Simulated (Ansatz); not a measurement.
# GaGe (F-43m) in Ansatz: further runs

The runs below take GaGe through single point, equation of state, with LDA.

Program: Ansatz 0.2.0. These are calculated values, not measurements. Logs are shortened: lines on timing, memory, paths and dates and some standing lists are left out, and cuts for length are marked.

## Step 1: The crystal as given

The structure is cubic, space group F-43m (No. 216). The conventional cell has a = 5.796 Å, b = 5.796 Å, c = 5.796 Å, α = 90.00°, β = 90.00°, γ = 90.00°. Around Ge (site symmetry -43m) lie 4 Ga at 2.51 Å. Around Ga (site symmetry -43m) lie 4 Ge at 2.51 Å.

The cell comes from a database or a generator and needn't be the stable form of this composition.

## Step 2: Single point, LDA, 22.87 Å³/atom (volume scaled by 0.94)

Contents of input.yaml:

```yaml
crystal:
  lattice:
    - [0.0, 2.8386877276, 2.8386877276]
    - [2.8386877276, 0.0, 2.8386877276]
    - [2.8386877276, 2.8386877276, 0.0]
  atoms:
    - { symbol: Ge, position: [0.0, 0.0, 0.0] }
    - { symbol: Ga, position: [0.25, 0.25, 0.25] }
hamiltonian:
  xc: lda
  pseudopotentials: { kind: paw }
kpoints:
  mp_grid: { grid: [8, 8, 8] }
scf:
  occupations: { method: fermi_dirac, width: 0.05 }
output:
  forces: true
  stress: true
  eigenvalues: true
```

Potentials or basis: Ansatz PAW.

On the command line:

```
$ ansatz run input.yaml --threads 2 --pin off --max-ram 5632MiB --backend cpu --events-out ev --progress --plain --runs-dir out
```

What it wrote:

```text
Warning: RAYON_NUM_THREADS=2 ignored (pool sized by the plan → 2); use --threads N
Engine: ansatz 0.2.0, aarch64-unknown-linux-gnu
Pseudopotentials: kind: paw
Pseudopotential: Ge, paw, valence charge 14, recommended cutoff 420 eV (normal), Ge.paw.azcp
Pseudopotential: Ga, paw, valence charge 13, recommended cutoff 420 eV (normal), Ga.paw.azcp
Functional definition: SPW92
  exchange = slater_x
  correlation = pw_c
Crystal: 2 atoms, lattice volume = 45.749 Å³
Basis set: ecut = 420 eV, 893 PW (Γ)
Bands: 18, of which v1, the nominal top of the filled ones, is band 14 counted from 1 (13 counted from 0)
Symmetry: 24 space group operations
Space group: F-43m (ITA 216), of the structure as read, at distance tolerance 3.6e-5 Å
k-points: 29 of 512 (time reversal used)
Non-local potential: Ge, projectors of the file, l = 0: 2, l = 1: 2, l = 2: 3, l = 3: 1
Non-local potential: Ga, projectors of the file, l = 0: 2, l = 1: 2, l = 2: 3, l = 3: 1
PAW form: soft (Blöchl's): semilocal exchange-correlation on the pseudo side does not see the compensation charge
PAW frozen core: Ge, regenerated for the run's functional, and the local potential with it (the file was generated under x = pbe(κ = 0.804, μ = 0.2195149727645171), c = pbe(β = 0.06672455060314922))
PAW frozen core: Ga, regenerated for the run's functional, and the local potential with it (the file was generated under x = pbe(κ = 0.804, μ = 0.2195149727645171), c = pbe(β = 0.06672455060314922))
PAW one-centre angular grid: Ge, 590 points (default); XC on 64 Gauss nodes
PAW one-centre angular grid: Ga, 590 points (default); XC on 64 Gauss nodes
Initial density: superposition of atomic densities (neutral atoms: chi_scale 0, normalization atom), corrected by the library's trained network
Initial wavefunctions: pseudopotential atomic-orbital guess
Functional: x = slater, c = lda
SCF iter   1: F=—  HF=-7922.338764 eV  |F-HF|=—  |Δ(HF+E_count)|=         —  Δρ=4.97e-3  dr2=3.92e-3  ethr=1.77e-3  ⟨swp⟩=6.0  Hψ=2502  notcnv=0
preconditioner: auto → LDOS  [insulator: Δε(μ)=0.264 eV  Ē_g=20.754 eV  σ=0.050 eV  W_gap=0.65  n_scr=14 (ndim 8)  ℏωp=28.5 eV  f_vac=0.043  D(μ)=1.07/eV (n_scr^D=8)  ε∞_Penn≈2.9  β→1.0]
SCF iter   2: F=—  HF=-7922.337194 eV  |F-HF|=—  |Δ(HF+E_count)|=   1.57e-3  Δρ=6.97e-4  dr2=9.37e-5  ethr=1.45e-5  ⟨swp⟩=2.0  Hψ=1049  notcnv=0
SCF iter   3: F=—  HF=-7922.337118 eV  |F-HF|=—  |Δ(HF+E_count)|=   7.60e-5  Δρ=7.12e-4  dr2=1.29e-4  ethr=3.47e-7  ⟨swp⟩=2.0  Hψ=910  notcnv=0
SCF iter   4: F=—  HF=-7922.336973 eV  |F-HF|=—  |Δ(HF+E_count)|=   1.45e-4  Δρ=2.33e-4  dr2=1.36e-5  ethr=3.47e-7  ⟨swp⟩=2.0  Hψ=901  notcnv=0
SCF iter   5: F=—  HF=-7922.336954 eV  |F-HF|=—  |Δ(HF+E_count)|=   1.89e-5  Δρ=8.57e-5  dr2=1.56e-6  ethr=5.05e-8  ⟨swp⟩=2.0  Hψ=903  notcnv=0
SCF iter   6: F=-7922.336952 eV  HF=-7922.336952 eV  |F-HF|=5.74e-8  |Δ(HF+E_count)|=   2.15e-6  Δρ=9.77e-6  dr2=3.51e-8  ethr=3.70e-10  ⟨swp⟩=3.3  Hψ=2214  notcnv=0
SCF 1 converged in 6 iterations: F = -7922.336952 eV  dr2 = 3.51e-8
SCF converged after 6 iterations
Free energy (F): -7922.336952 eV
Harris-Foulkes:  -7922.336952 eV  (|F-HF|=5.74e-8)
Internal energy: -7922.328648 eV  (E = F + TS)
E sigma→0 (E₀):  -7922.332800 eV
Entropy (-TS):   -0.008304 eV (-4.152 meV/atom)
Fermi energy:    6.697169 eV
--- Per-component energies (eV) ---
  E_band       = -234.077683
  E_kinetic    = 227.344644
  E_local      = -4564.157938  (includes V_loc(G=0)·N_el)
  E_nonlocal   = 844.729086
  E_hartree    = 2052.749026
  E_xc         = -144.235849
  E_vxc        = -123.835425  (∫ρ·V_xc dr)
  E_paw        = -3849.978249  (= ΣΔE_a)
  E_vpaw       = -723.664478  (= ΣTr[D̂ρ^β])
  E_aug_tail   = 0.000093  (compensation charges beyond the density's cutoff)
  E_ewald      = -2492.416267
  E_core_change = 3.636806  (= ΣΔE_core)
  E_smearing   = -0.008304  (= −TS)
  E_closure    = -0.000000  (closes the sum)
  Σ components = -7922.336952   (vs F -7922.336952, Δ=0.00e0)
--- Forces (eV/Å), atoms counted from 1 ---
  atom   1  Ge     0.00000000    -0.00000000    -0.00000000
  atom   2  Ga    -0.00000000     0.00000000    -0.00000000
  max |Σ_I F_I| component: 3.70e-17 eV/Å
--- Stress (GPa, compression-positive) ---
       -1.142351      -0.000000      -0.000000
        0.000000      -1.142351      -0.000000
        0.000000      -0.000000      -1.142351
  P = ⅓ Tr σ = -1.1424 GPa (-11.424 kbar)
--- Band table (eV; the first three rows and the last of 29) ---
  k-point 0: bands = ["-17.3280", "-17.3280", "-17.3280", "-17.3044", "-17.3044", "-7.7490", "-7.7490", "-7.7490", "-7.6773", "-7.6773", "-4.2168", "8.5141", "8.5141", "8.5141", "9.1804", "11.1823", "11.1823", "11.1823"]
  k-point 1: bands = ["-17.3280", "-17.3275", "-17.3275", "-17.3043", "-17.3043", "-7.7541", "-7.7458", "-7.7458", "-7.6777", "-7.6777", "-4.0225", "6.4006", "8.1839", "8.1839", "9.8637", "11.6208", "11.6208", "12.0908"]
  k-point 2: bands = ["-17.3279", "-17.3264", "-17.3264", "-17.3039", "-17.3039", "-7.7664", "-7.7387", "-7.7387", "-7.6777", "-7.6777", "-3.4599", "4.0103", "7.6376", "7.6376", "9.4390", "12.1983", "12.1983", "14.1475"]
  k-point 28: bands = ["-17.3276", "-17.3260", "-17.3212", "-17.3051", "-17.3016", "-7.7960", "-7.7200", "-7.7099", "-7.6872", "-7.6765", "-0.8597", "0.8682", "4.3819", "4.4906", "12.6412", "12.7785", "13.0937", "13.2893"]
```

Wall time 1.4 s (2 threads of Arm Neoverse V1, shared host); peak memory 0.32 GiB.

Results:

```yaml
Free_energy: -7922.3370 eV
Pressure: -1.1 GPa
Band_gap_on_the_k_mesh: none (metal or under the smearing width)
```

Caveat: the PAW data sets come from PBE, with cores solved anew for the run's functional, which leaves a small shift of forces and pressure.

## Step 3: Single point, LDA, 23.36 Å³/atom (volume scaled by 0.96)

Edit input.yaml of step 2 so:

```diff
@@ -2,5 +2,5 @@
   lattice:
-    - [0.0, 2.8386877276, 2.8386877276]
-    - [2.8386877276, 0.0, 2.8386877276]
-    - [2.8386877276, 2.8386877276, 0.0]
+    - [0.0, 2.8586791449, 2.8586791449]
+    - [2.8586791449, 0.0, 2.8586791449]
+    - [2.8586791449, 2.8586791449, 0.0]
   atoms:
```

Potentials or basis: Ansatz PAW.

On the command line:

```
$ ansatz run input.yaml --threads 2 --pin off --max-ram 5632MiB --backend cpu --events-out ev --progress --plain --runs-dir out
```

It took 1.5 s on 2 threads of Arm Neoverse V1, shared host; peak memory 0.32 GiB.

The run converged. Its results:

| Quantity | Value |
| --- | --- |
| Free energy | -7922.3266 eV |
| Pressure | -2.3 GPa |
| Band gap on the k mesh | none (metal or under the smearing width) |

Caveat: the PAW data sets come from PBE, with cores solved anew for the run's functional, which leaves a small shift of forces and pressure.

## Step 4: Single point, LDA, 23.85 Å³/atom (volume scaled by 0.98)

Edit input.yaml of step 3 so:

```diff
@@ -2,5 +2,5 @@
   lattice:
-    - [0.0, 2.8586791449, 2.8586791449]
-    - [2.8586791449, 0.0, 2.8586791449]
-    - [2.8586791449, 2.8586791449, 0.0]
+    - [0.0, 2.8783947965, 2.8783947965]
+    - [2.8783947965, 0.0, 2.8783947965]
+    - [2.8783947965, 2.8783947965, 0.0]
   atoms:
```

On the command line:

```
$ ansatz run input.yaml --threads 2 --pin off --max-ram 5632MiB --backend cpu --events-out ev --progress --plain --runs-dir out
```

It took 1.5 s on 2 threads of Arm Neoverse V1, shared host; peak memory 0.32 GiB.

It converged, with:

```
Free energy            : -7922.3098 eV
Pressure               : -3.2 GPa
Band gap on the k mesh : none (metal or under the smearing width)
```

Caveat: the PAW data sets come from PBE, with cores solved anew for the run's functional, which leaves a small shift of forces and pressure.

## Step 5: Single point, LDA, 24.33 Å³/atom

Edit input.yaml of step 4 so:

```diff
@@ -2,5 +2,5 @@
   lattice:
-    - [0.0, 2.8783947965, 2.8783947965]
-    - [2.8783947965, 0.0, 2.8783947965]
-    - [2.8783947965, 2.8783947965, 0.0]
+    - [0.0, 2.897844, 2.897844]
+    - [2.897844, 0.0, 2.897844]
+    - [2.897844, 2.897844, 0.0]
   atoms:
@@ -19 +19,5 @@
   eigenvalues: true
+  write_density: true
+  write_potential: true
+  elf: true
+  volumetric_format: npy
```

On the command line:

```
$ ansatz run input.yaml --threads 2 --pin off --max-ram 5632MiB --backend cpu --events-out ev --progress --plain --runs-dir out
```

Run time: 2 s. Hardware: 2 threads of Arm Neoverse V1, shared host; peak memory 0.33 GiB.

It converged, with:

| Property | Result |
| --- | --- |
| Free energy | -7922.2874 eV |
| Pressure | -4.1 GPa |
| Band gap on the k mesh | none (metal or under the smearing width) |

Caveat: the PAW data sets come from PBE, with cores solved anew for the run's functional, which leaves a small shift of forces and pressure.

## Step 6: Single point, LDA, 24.82 Å³/atom (volume scaled by 1.02)

Edit input.yaml of step 5 so:

```diff
@@ -2,5 +2,5 @@
   lattice:
-    - [0.0, 2.897844, 2.897844]
-    - [2.897844, 0.0, 2.897844]
-    - [2.897844, 2.897844, 0.0]
+    - [0.0, 2.9170355792, 2.9170355792]
+    - [2.9170355792, 0.0, 2.9170355792]
+    - [2.9170355792, 2.9170355792, 0.0]
   atoms:
```

Potentials or basis: Ansatz PAW.

On the command line:

```
$ ansatz run input.yaml --threads 2 --pin off --max-ram 5632MiB --backend cpu --events-out ev --progress --plain --runs-dir out
```

It took 2.1 s on 2 threads of Arm Neoverse V1, shared host; peak memory 0.33 GiB.

Results (log left out):

* Free energy: -7922.2601 eV
* Pressure: -4.9 GPa
* Band gap on the k mesh: none (metal or under the smearing width)

Caveat: the PAW data sets come from PBE, with cores solved anew for the run's functional, which leaves a small shift of forces and pressure.

## Step 7: Single point, LDA, 25.31 Å³/atom (volume scaled by 1.04)

Edit input.yaml of step 6 so:

```diff
@@ -2,5 +2,5 @@
   lattice:
-    - [0.0, 2.9170355792, 2.9170355792]
-    - [2.9170355792, 0.0, 2.9170355792]
-    - [2.9170355792, 2.9170355792, 0.0]
+    - [0.0, 2.9359778994, 2.9359778994]
+    - [2.9359778994, 0.0, 2.9359778994]
+    - [2.9359778994, 2.9359778994, 0.0]
   atoms:
```

On the command line:

```
$ ansatz run input.yaml --threads 2 --pin off --max-ram 5632MiB --backend cpu --events-out ev --progress --plain --runs-dir out
```

Wall time 2.1 s (2 threads of Arm Neoverse V1, shared host); peak memory 0.33 GiB.

It converged, with:

| Property | Result |
| --- | --- |
| Free energy | -7922.2284 eV |
| Pressure | -5.5 GPa |
| Band gap on the k mesh | none (metal or under the smearing width) |

Caveat: the PAW data sets come from PBE, with cores solved anew for the run's functional, which leaves a small shift of forces and pressure.

## Step 8: Single point, LDA, 25.79 Å³/atom (volume scaled by 1.06)

Edit input.yaml of step 7 so:

```diff
@@ -2,5 +2,5 @@
   lattice:
-    - [0.0, 2.9359778994, 2.9359778994]
-    - [2.9359778994, 0.0, 2.9359778994]
-    - [2.9359778994, 2.9359778994, 0.0]
+    - [0.0, 2.9546788998, 2.9546788998]
+    - [2.9546788998, 0.0, 2.9546788998]
+    - [2.9546788998, 2.9546788998, 0.0]
   atoms:
```

On the command line:

```
$ ansatz run input.yaml --threads 2 --pin off --max-ram 5632MiB --backend cpu --events-out ev --progress --plain --runs-dir out
```

Run time: 2.6 s. Hardware: 2 threads of Arm Neoverse V1, shared host; peak memory 0.33 GiB.

Results (log left out):

```
Free energy            : -7922.1929 eV
Pressure               : -6.1 GPa
Band gap on the k mesh : none (metal or under the smearing width)
```

Caveat: the PAW data sets come from PBE, with cores solved anew for the run's functional, which leaves a small shift of forces and pressure.

## Step 9: Equation of state, LDA

Potentials or basis: Ansatz PAW.

No new run: the results of the series are fitted here.

Results:

```yaml
Equilibrium_volume: "22.43 Å³/atom (rough: see the caveat)"
Bulk_modulus: 61 GPa (rough)
```

Energy against volume, from the lowest point:
| volume (Å³/atom) | energy (meV/atom) |
| --- | --- |
| 22.875 | 0.00 |
| 23.361 | 5.20 |
| 23.848 | 13.57 |
| 24.335 | 24.77 |
| 24.821 | 38.43 |
| 25.308 | 54.28 |
| 25.795 | 72.04 |

Caveat: the minimum lies outside the volumes run.
